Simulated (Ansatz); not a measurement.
# B (hcp type): how the settings move a single-point run

How sensitive is a single-point run of B (hcp type) to its settings? A reference run comes first, then one run with altered input.

Program: Ansatz 0.2.0. Level of theory: reference: DFT, LDA, all-electron LAPW, scalar-relativistic. These are calculated values, not measurements.

## 1. The structure to begin with

The structure is hexagonal, space group P6_3/mmc (No. 194). The conventional cell has a = 2.100 Å, b = 2.100 Å, c = 3.403 Å, α = 90.00°, β = 90.00°, γ = 120.00°. B (site symmetry -6m2) is surrounded by 12 B at 2.09 to 2.10 Å.

Coordinates:

```cif
data_structure
_symmetry_space_group_name_H-M 'P6_3/mmc'
_symmetry_Int_Tables_number 194
_cell_length_a 2.1004
_cell_length_b 2.1004
_cell_length_c 3.4026
_cell_angle_alpha 90.000
_cell_angle_beta 90.000
_cell_angle_gamma 120.000
_cell_volume 13.00
loop_
_atom_site_label
_atom_site_type_symbol
_atom_site_symmetry_multiplicity
_atom_site_Wyckoff_symbol
_atom_site_fract_x
_atom_site_fract_y
_atom_site_fract_z
_atom_site_occupancy
B1 B 2 c 0.33333 0.66667 0.25000 1
```

## 2. The reference run

File input.yaml:

```yaml
crystal:
  lattice:
    - [2.1003865828, 0.0, 0.0]
    - [-1.0501932914, 1.8189881384, 0.0]
    - [0.0, 0.0, 3.4026262641]
  atoms:
    - { symbol: B, position: [0.3333333333, 0.6666666667, 0.25] }
    - { symbol: B, position: [0.6666666667, 0.3333333333, 0.75] }
kpoints:
  mp_grid: { grid: [16, 16, 9] }
scf:
  occupations: { method: fermi_dirac, width: 0.05 }
hamiltonian:
  xc: lda
  pseudopotentials: { kind: all_electron, lapw: { basis_error: 0.001 } }
output:
  forces: true
  stress: true
  eigenvalues: true
  populations: true
```

Started as:

```sh
$ ansatz run input.yaml --threads 1 --pin off --max-ram 2048MiB --backend cpu --events-out ev --progress --plain --runs-dir out
```

## 3. Changing settings: lower_state_search off

input.yaml: that of step 2 with these lines changed.

```diff
@@ -12,2 +12,3 @@
   occupations: { method: fermi_dirac, width: 0.05 }
+  lower_state_search: "off"
 hamiltonian:
```

Before running it: what results should come out? Wanted: for each run, ending; energy change; pressure; gap; force.

As calculated:

| run | ending | energy change | pressure (GPa) | gap (eV) | force (eV/Å) | cycles | time |
| --- | --- | --- | --- | --- | --- | --- | --- |
| reference | converged | 0 | -25.7 | 0.00 | 0.00 | 4 | 6.7 s |
| 1: lower_state_search off | converged | 0.0 meV/atom | -25.7 | 0.00 | 0.00 | 4 | 6.6 s |

Residual by cycle in the longest SCF loop of each run; runs are numbered as in the table. The quantity is the density residual dr2, in eV.

| cycle | reference | run 1 |
| --- | --- | --- |
| 1 | 0.0112 | 0.0112 |
| 2 | 0.00465 | 0.00465 |
| 3 | 4.5e-5 | 4.5e-5 |
| 4 | 5.7e-8 | 5.7e-8 |

The changed input (search for lower states) leaves the energy the same to the digits printed. The structure is not at rest: the sound run finds -26 GPa, so these are no properties of the relaxed crystal. 
